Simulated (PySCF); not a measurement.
# A workflow on SnF4 (SMILES [F][Sn]([F])([F])[F])

Wanted: a structure relaxation (BP86-D3M(BJ)/def2-SVP), then a single-point energy (NEVPT2(2,4)/BFD-VDZ), then the charge distribution (OPBE/ccECP-cc-pVDZ) of SnF4. The job is set up through a Python script.

The results are computed with PySCF 2.14.0.

1 further run of the same task is left out (for a faulty analytic Hessian).

**1. The system as given**

The species is SnF4 (5 atoms), meant as a singlet with charge 0. As SMILES, `[F][Sn]([F])([F])[F]`. All atoms were displaced at random from a relaxed shape. The run starts from this shape.

Bond lengths: Sn1–F2 1.847 Å, Sn1–F3 1.933 Å, Sn1–F4 1.941 Å, Sn1–F5 1.891 Å. Angles: F2–Sn1–F3 116.3°, F2–Sn1–F4 104.4°, F2–Sn1–F5 110.8°, F3–Sn1–F4 106.0°, F3–Sn1–F5 105.9°, F4–Sn1–F5 113.6°.

**2. A geometry optimisation at BP86-D3M(BJ)/def2-SVP (density fitting with def2-universal-jkfit, core potential) (run 1)**

Input file run.py:

```python
from pyscf import gto, dft
from pyscf.geomopt.geometric_solver import kernel as optimise

system = gto.M(
    atom=[
    ('Sn', (0.020640, -0.059924, 0.091899)),
    ('F', (-0.078532, -0.027943, 1.935983)),
    ('F', (1.793386, 0.035665, -0.671570)),
    ('F', (-0.892591, 1.558852, -0.467572)),
    ('F', (-0.754625, -1.642178, -0.593467)),
],
    basis='def2-svp',
    ecp={'Sn': 'def2-svp'},
    verbose=3,
    max_memory=1860,
    spin=0,
)

calc0 = dft.RKS(system)
calc0.xc = 'bp86'
calc0 = calc0.density_fit(auxbasis='def2-universal-jkfit')
calc0.disp = 'd3bjm'
converged, mol_eq = optimise(calc0, maxsteps=100, convergence_set='GAU_TIGHT')
print('converged:', converged)
print(mol_eq.tostring())

calc0.reset(mol_eq)
system = mol_eq
calc0.kernel()
e_tot = calc0.e_tot
print(f'total energy: {e_tot:.8f} hartree')
```

Command:

```bash
OMP_NUM_THREADS=1 python run.py
```

What it wrote:

```text
convergence_set           GAU_TIGHT
[... 26 lines left out ...]
> Convergence Criteria:
[... 19 lines left out ...]
converged SCF energy = -613.544552184788
[... 41 lines left out ...]
converged SCF energy = -613.549334674836
[... 62 lines left out ...]
converged SCF energy = -613.549780495295
[... 62 lines left out ...]
converged SCF energy = -613.549831248861
[... 62 lines left out ...]
converged SCF energy = -613.549846550345
[... 62 lines left out ...]
converged SCF energy = -613.549847245414
[... 62 lines left out ...]
converged SCF energy = -613.549847358149
[... 54 lines left out ...]
Converged! =D
[... 1 line left out ...]
converged: True
Sn         -0.01521952        0.00550118        0.05328350
F          -0.02497953       -0.09188924        1.97857832
F           1.79586451        0.21413510       -0.57171288
F          -1.07216380        1.51019288       -0.52327830
F          -0.76313220       -1.61149929       -0.68114589
converged SCF energy = -613.549847401042
total energy: -613.54984740 hartree
```

Run time: 2.3 min. Hardware: 1 thread of Arm Neoverse V2, shared host; peak memory 0.77 GiB.

Steps, from the record of the run:

```
step  energy from the first frame kept (eV)  largest force (eV/Å)
   0                                 0.0000                2.6669
   1                                -0.1108                0.7354
   2                                -0.1301                0.2234
   3                                -0.1371                0.1481
   4                                -0.1404                0.1457
   5                                -0.1423                0.0454
   6                                -0.1428                0.0339
   7                                -0.1434                0.0620
   8                                -0.1437                0.0519
   9                                -0.1439                0.0248
  10                                -0.1440                0.0298
  11                                -0.1441                0.0186
  12                                -0.1441                0.0106
  13                                -0.1441                0.0116
  14                                -0.1441                0.0092
  15                                -0.1441                0.0067
  16                                -0.1441                0.0050
  17                                -0.1441                0.0034
  18                                -0.1441                0.0028
  19                                -0.1441                0.0027
```

After the run. Bond lengths: Sn1–F2 1.928 Å, Sn1–F3 1.927 Å, Sn1–F4 1.927 Å, Sn1–F5 1.927 Å. Angles: F2–Sn1–F3 109.5°, F2–Sn1–F4 109.6°, F2–Sn1–F5 109.6°, F3–Sn1–F4 109.5°, F3–Sn1–F5 109.4°, F4–Sn1–F5 109.2°.

**3. A single-point energy at NEVPT2(2,4)/BFD-VDZ (core potential) (run 3)**

Input file run.py:

```python
from pyscf import gto, scf, mcscf, mrpt

molecule = gto.Mole()
molecule.atom = [
    ('Sn', (-0.015220, 0.005501, 0.053283)),
    ('F', (-0.024980, -0.091889, 1.978578)),
    ('F', (1.795865, 0.214135, -0.571713)),
    ('F', (-1.072164, 1.510193, -0.523278)),
    ('F', (-0.763132, -1.611499, -0.681146)),
]
molecule.spin = 0
molecule.basis = 'bfd-vdz'
molecule.ecp = {'Sn': 'bfd', 'F': 'bfd'}
molecule.max_memory = 1860
molecule.verbose = 4
molecule.build()

myscf = scf.RHF(molecule)
myscf.kernel()

cas = mcscf.CASSCF(myscf, 4, 2)
cas.fix_spin_(ss=0.0)
cas.natorb = True
cas.kernel()
e_pt2 = mrpt.NEVPT(cas).kernel()
e_tot = cas.e_tot + e_pt2
print('E(%s) = %.9f' % ('NEVPT2', e_tot))
```

Command:

```bash
OMP_NUM_THREADS=1 python run.py
```

What it wrote:

```text
PySCF version 2.14.0

[... 57 lines left out ...]
converged SCF energy = -99.3703443585026
[... 23 lines left out ...]
sorting_mo_energy = False
[... 40 lines left out ...]
1-step CASSCF converged in  13 macro (242 JK  47 micro) steps
[... 2 lines left out ...]
Natural orbital (expansion on meta-Lowdin AOs) in CAS space
[... 15 lines left out ...]
CASSCF energy = -99.3958225564862
[... 6 lines left out ...]
Natural orbital (expansion on meta-Lowdin AOs) in CAS space
[... 23 lines left out ...]
Nevpt2 Energy = -0.804598356749167
E(NEVPT2) = -100.200420913
```

Run time: 39 s. Hardware: 1 thread of Arm Neoverse V2, shared host; peak memory 0.16 GiB.

**4. The charge distribution at OPBE/ccECP-cc-pVDZ (Coulomb fitting set, core potential) (run 4)**

Input file job.py:

```python
from pyscf import gto, dft

mol = gto.M(
    atom='''
Sn      -0.015220       0.005501       0.053283
F       -0.024980      -0.091889       1.978578
F        1.795865       0.214135      -0.571713
F       -1.072164       1.510193      -0.523278
F       -0.763132      -1.611499      -0.681146
''',
    verbose=4,
    ecp={'Sn': 'ccecp', 'F': 'ccecp'},
    spin=0,
    basis='ccecp-cc-pvdz',
    charge=0,
    max_memory=1860,
)

ks = dft.RKS(mol, xc='opbe')
ks = ks.density_fit(auxbasis='def2-universal-jfit')
ks.kernel()

e_final = ks.e_tot
print('E = %.10f Eh' % e_final)
ks.analyze()
quad = ks.quad_moment()
```

Command:

```bash
OMP_NUM_THREADS=1 python job.py
```

What it wrote:

```text
PySCF version 2.14.0

[... 72 lines left out ...]
converged SCF energy = -101.082063679437
[... 12 lines left out ...]
MO #3   energy= -1.08943736265779  occ= 2
[... 8 lines left out ...]
MO #12  energy= -0.38466971800976  occ= 2
[... 8 lines left out ...]
MO #21  energy= 0.211673878874185  occ= 0
[... 8 lines left out ...]
MO #30  energy= 1.15034897775899   occ= 0
[... 8 lines left out ...]
MO #39  energy= 1.3811713438223    occ= 0
[... 8 lines left out ...]
MO #48  energy= 3.55248542486285   occ= 0
[... 8 lines left out ...]
MO #57  energy= 3.59952877747087   occ= 0
[... 81 lines left out ...]
Dipole moment(X, Y, Z, Debye):  0.00816,  0.00248,  0.02457
Traceless quadrupole moment (Debye*A):
```

It took 8.7 s on 1 thread of Arm Neoverse V2, shared host; peak memory 0.28 GiB.

Atomic charges (e):

```
atom  Mulliken
 Sn1    +1.588
  F2    -0.397
  F3    -0.397
  F4    -0.397
  F5    -0.397
```

**5. Results**

```
                                                         quantity          value
            run 1, BP86-D3M(BJ)/def2-SVP: total energy at the end  -613.54985 Eh
                      run 1, BP86-D3M(BJ)/def2-SVP: dipole moment         0.02 D
                        run 1, BP86-D3M(BJ)/def2-SVP: HOMO energy       -9.81 eV
                        run 1, BP86-D3M(BJ)/def2-SVP: LUMO energy       -5.00 eV
                      run 1, BP86-D3M(BJ)/def2-SVP: HOMO–LUMO gap        4.81 eV
                  run 1, BP86-D3M(BJ)/def2-SVP: dispersion energy   -7.11 kJ/mol
                         run 3, NEVPT2(2,4)/BFD-VDZ: total energy  -100.20042 Eh
 run 3, NEVPT2(2,4)/BFD-VDZ: dipole moment (Hartree–Fock density)         0.03 D
  run 3, NEVPT2(2,4)/BFD-VDZ: HOMO energy (Hartree–Fock orbitals)      -17.92 eV
  run 3, NEVPT2(2,4)/BFD-VDZ: LUMO energy (Hartree–Fock orbitals)       -0.84 eV
run 3, NEVPT2(2,4)/BFD-VDZ: HOMO–LUMO gap (Hartree–Fock orbitals)       17.09 eV
                          run 4, OPBE/ccECP-cc-pVDZ: total energy  -101.08206 Eh
                         run 4, OPBE/ccECP-cc-pVDZ: dipole moment         0.03 D
                           run 4, OPBE/ccECP-cc-pVDZ: HOMO energy      -10.14 eV
                           run 4, OPBE/ccECP-cc-pVDZ: LUMO energy       -5.23 eV
                         run 4, OPBE/ccECP-cc-pVDZ: HOMO–LUMO gap        4.92 eV
```

**Reading.** The optimisation (run 1, BP86-D3M(BJ)/def2-SVP) took 19 steps and changed the energy by -0.144 eV.
